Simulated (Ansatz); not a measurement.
# GeH3O2 radical: small, medium and large basis sets

How large a basis does GeH3O2 radical need? Two functionals are run in growing sets.

Method: one geometry, several basis sets; program: Ansatz 0.2.0, Gaussian basis.

Levels to be run: PBE0-D4/def2-SVP; ωB97M-V/def2-SVP; PBE0-D4/def2-QZVPP; ωB97M-V/def2-QZVPP; the functionals' def2-TZVPP values are taken from earlier runs.

## Step 1: Structure used throughout

The geometry comes from an earlier relaxation with PBE0-D4 in a triple-zeta def2 set; it is a stationary point.

6 atoms, charge 0, spin multiplicity 2.

Atoms are counted from 1 here; the program's logs count them from 0.

Bond lengths: O1–Ge2 1.790 Å, Ge2–O3 1.768 Å, Ge2–H4 1.539 Å, Ge2–H5 1.528 Å, O3–H6 0.960 Å. Angles: O1–Ge2–O3 111.6°, O1–Ge2–H4 102.2°, O1–Ge2–H5 109.7°, O3–Ge2–H4 112.1°, O3–Ge2–H5 104.8°, H4–Ge2–H5 116.5°, Ge2–O3–H6 113.3°.

## Step 2: PBE0-D4 in def2-SVP

in.yaml

```yaml
crystal:
  periodic: [false, false, false]
  atoms:
    - {symbol: O, position_ang: [-1.694041, -0.455904, 0.556914]}
    - {symbol: Ge, position_ang: [-0.249906, 0.168562, -0.295769]}
    - {symbol: O, position_ang: [1.186335, 0.124095, 0.735033]}
    - {symbol: H, position_ang: [-0.134773, -0.795792, -1.489818]}
    - {symbol: H, position_ang: [-0.447257, 1.647030, -0.628928]}
    - {symbol: H, position_ang: [1.381643, -0.751892, 1.076369]}
basis:
  gaussian: {orbitals: def2-SVP}
magnetization: {spin_polarized: true, initial_magnetization: 1}
hamiltonian: {xc: pbe0, dispersion: d4}
output: {orbitals: {seedname: orbitals}}
```

After this run come: ωB97M-V in def2-SVP; PBE0-D4 in def2-QZVPP; ωB97M-V in def2-QZVPP.

Before running them: what should the planned runs give, taken together? Wanted: PBE0-D4: double and triple zeta above quadruple; ωB97M-V: double and triple zeta above quadruple.

The runs gave:

```
                                       quantity           value
PBE0-D4: double and triple zeta above quadruple  13.91, 1.48 eV
ωB97M-V: double and triple zeta above quadruple  13.98, 1.44 eV
```

For PBE0-D4 the step from double to triple zeta gains 12.43 eV and the next only 1.48 eV. These are total energies; as a rule much of such shifts cancels in differences, which this series doesn't test.
